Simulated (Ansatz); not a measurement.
# MgZn5: the cost of one run

Computed with the Python package of Ansatz 0.2.0. Level of theory: DFT LDA, plane waves, PAW.

### Step 1. The system

The structure is hexagonal, space group P-62m (No. 189). Conventional cell: a = 4.851 Å, b = 4.851 Å, c = 4.436 Å, α = 90.00°, β = 90.00°, γ = 120.00°. Mg (site symmetry -62m) is surrounded by 12 Zn at 2.80 to 2.83 Å. Zn (site symmetry m2m) is surrounded by 10 Zn at 2.68 to 3.05 Å and 2 Mg at 2.83 Å. Around Zn (site symmetry -6) lie 9 Zn at 2.71 to 2.80 Å and 3 Mg at 2.80 Å.

No structure file is read: the coordinates are typed or built in the script.

### Step 2. The code

Input file mgzn5.py:

```python
import ansatz
import pandas as pd

lattice = ansatz.Lattice.of(
    (4.85107, 0.0, 0.0),
    (-2.42554, 4.20115, 0.0),
    (0.0, 0.0, 4.4358),
)
sites = [
    ("Mg", (0.0, 0.0, 0.0)),
    ("Zn", (0.0, 0.36336, 0.5)),
    ("Zn", (0.63664, 0.63664, 0.5)),
    ("Zn", (0.36336, 0.0, 0.5)),
    ("Zn", (2 / 3, 1 / 3, 0.0)),
    ("Zn", (1 / 3, 2 / 3, 0.0)),
]
crystal = ansatz.Crystal(lattice=lattice)
for symbol, position in sites:
    crystal = crystal.atom(symbol, position)

calculation = (
    crystal.calculation()
    .functional(ansatz.Functional.LDA)
    .kpoints(6)
    .occupations("fermi_dirac")
    .stress()
)

rows = []
for value in [250, 325, 400, 475]:
    r = calculation.basis(value).run().report
    rows.append((value, r["free_energy_ev"] / len(r["lattice"]["sites"]), r["n_iterations"], sum(r["stress_gpa"][i][i] for i in range(3)) / 3, r["n_pw"]))

table = pd.DataFrame(rows, columns=["cutoff (eV)", "F/atom (eV)", "iterations", "P (GPa)", "plane waves"])
print(table.round(5).to_string(index=False))

for row in rows[:-1]:
    shift = 1000 * (row[1] - rows[-1][1])
    print(f"{row[0]}: {shift:+.2f} meV/atom" + ("  (within 5 meV)" if abs(shift) < 5 else ""))
```

### Step 3. The calls as engine input

The engine receives this input (first run):

```yaml
crystal:
  lattice:
    - [4.85107, 0.0, 0.0]
    - [-2.42554, 4.20115, 0.0]
    - [0.0, 0.0, 4.4358]
  atoms:
    - { symbol: Mg, position: [0.0, 0.0, 0.0] }
    - { symbol: Zn, position: [0.0, 0.36336, 0.5] }
    - { symbol: Zn, position: [0.63664, 0.63664, 0.5] }
    - { symbol: Zn, position: [0.36336, 0.0, 0.5] }
    - { symbol: Zn, position: [0.6666666666666666, 0.3333333333333333, 0.0] }
    - { symbol: Zn, position: [0.3333333333333333, 0.6666666666666666, 0.0] }
basis:
  ecutwfc: 250.0
kpoints:
  mp_grid:
    grid: [6, 6, 6]
hamiltonian:
  xc: lda
scf:
  occupations:
    method: fermi_dirac
output:
  stress: true
```

### Step 4. The run

Run with:

```
$ python mgzn5.py
```

Q: Estimate wall time and peak memory on 1 thread of Arm Neoverse V1, shared host.

About 42 s, with a peak of 0.48 GiB.
